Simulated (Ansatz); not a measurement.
# C₂H₁₀NO₂SiY: basis-set convergence

The task here is to estimate one member of a computed series from the others.

Computed with Ansatz 0.2.0, Gaussian basis. Level: one geometry, several basis sets.

Levels to be run: PBE0-D4/def2-SVP; ωB97M-V/def2-SVP; PBE0-D4/def2-QZVPP; ωB97M-V/def2-QZVPP; the functionals' def2-TZVPP values are taken from earlier runs.

2 further runs of the same task are left out: 1 for a known fault of the program, 1 that didn't finish.

## Structure used throughout

All runs share one geometry, relaxed beforehand with PBE0-D4 in a triple-zeta def2 set. Y takes the def2 core potential; no spin-orbit term is included.

SMILES `C[N](C)[Y]([OH])[O][SiH3]`, 17 atoms, charge 0, spin multiplicity 1.

Atoms are counted from 1 here; the program's logs count them from 0.

Bond lengths: C1–N2 1.443 Å, C1–H8 1.097 Å, C1–H9 1.102 Å, C1–H10 1.102 Å, N2–C3 1.441 Å, N2–Y4 2.139 Å, C3–H11 1.102 Å, C3–H12 1.102 Å, C3–H13 1.095 Å, Y4–O5 2.026 Å, Y4–O6 2.074 Å, O5–H14 0.952 Å, O6–Si7 1.619 Å, Si7–H15 1.493 Å, Si7–H16 1.492 Å, Si7–H17 1.492 Å. Angles: N2–C1–H8 111.1°, N2–C1–H9 112.2°, N2–C1–H10 112.2°, H8–C1–H9 107.2°, H8–C1–H10 107.2°, H9–C1–H10 106.7°, C1–N2–C3 111.2°, C1–N2–Y4 122.5°, C3–N2–Y4 126.3°, N2–C3–H11 112.1°, N2–C3–H12 112.1°, N2–C3–H13 110.9°, H11–C3–H12 106.6°, H11–C3–H13 107.4°, H12–C3–H13 107.4°, N2–Y4–O5 116.1°, N2–Y4–O6 116.6°, O5–Y4–O6 127.2° and more.

Geometry (Å):

```csv
atom,x (Å),y (Å),z (Å)
C1,1.2296,-1.5797,-0.2370
N2,0.7846,-0.4665,-1.0394
C3,1.3796,-0.4992,-2.3518
Y4,-0.5844,1.0046,-0.3052
O5,-1.0772,2.4873,-1.5943
O6,-1.2559,0.7606,1.6418
Si7,-1.8065,0.6051,3.1566
H8,0.7772,-1.5531,0.7615
H9,0.9654,-2.5500,-0.6880
H10,2.3229,-1.5824,-0.0985
H11,2.4799,-0.4528,-2.3098
H12,1.1237,-1.4200,-2.9006
H13,1.0392,0.3476,-2.9569
H14,-1.4075,3.2440,-2.0690
H15,-2.5693,1.8130,3.5888
H16,-2.7168,-0.5710,3.2805
H17,-0.6844,0.4127,4.1214
```

Set-up of the first run:

Contents of in.yaml:

```yaml
crystal:
  periodic: [false, false, false]
  atoms:
    - {symbol: C, position_ang: [1.229589, -1.579746, -0.237037]}
    - {symbol: N, position_ang: [0.784564, -0.466532, -1.039392]}
    - {symbol: C, position_ang: [1.379560, -0.499164, -2.351785]}
    - {symbol: Y, position_ang: [-0.584399, 1.004554, -0.305226]}
    - {symbol: O, position_ang: [-1.077174, 2.487268, -1.594290]}
    - {symbol: O, position_ang: [-1.255855, 0.760551, 1.641766]}
    - {symbol: Si, position_ang: [-1.806520, 0.605078, 3.156555]}
    - {symbol: H, position_ang: [0.777179, -1.553055, 0.761498]}
    - {symbol: H, position_ang: [0.965390, -2.549961, -0.687958]}
    - {symbol: H, position_ang: [2.322878, -1.582404, -0.098493]}
    - {symbol: H, position_ang: [2.479921, -0.452751, -2.309789]}
    - {symbol: H, position_ang: [1.123719, -1.420036, -2.900626]}
    - {symbol: H, position_ang: [1.039205, 0.347625, -2.956875]}
    - {symbol: H, position_ang: [-1.407537, 3.243959, -2.069009]}
    - {symbol: H, position_ang: [-2.569339, 1.812960, 3.588763]}
    - {symbol: H, position_ang: [-2.716796, -0.571023, 3.280472]}
    - {symbol: H, position_ang: [-0.684374, 0.412675, 4.121415]}
basis:
  gaussian: {orbitals: def2-SVP}
hamiltonian: {xc: pbe0, dispersion: d4}
output: {orbitals: {seedname: orbitals}}
```

On the command line:

```bash
$ ansatz run in.yaml --threads 2 --pin off --events-out ev --progress --plain --max-ram 22528MiB --backend cpu
```

Steps of the session up to this table: PBE0-D4 in def2-SVP; ωB97M-V in def2-SVP; PBE0-D4 in def2-QZVPP; ωB97M-V in def2-QZVPP.

One of the session's tables, all rows but one given; the rest of the session is left out.

It belongs to the step «Density functionals: the series». 

```
functional       basis  HOMO (eV)  LUMO (eV)
   PBE0-D4    def2-SVP      -5.78      -1.50
   PBE0-D4  def2-TZVPP      -5.90      -1.57
   PBE0-D4  def2-QZVPP      -5.92      -1.57
   ωB97M-V    def2-SVP      -8.01      -0.22
   ωB97M-V  def2-TZVPP      -8.15      -0.35
   ωB97M-V  def2-QZVPP          ?          ?
```

**Question.** Estimate the row for ωB97M-V, def2-QZVPP.

**Answer.** HOMO (eV): -8.16; LUMO (eV): -0.42. In the column «HOMO (eV)» it is the lowest.
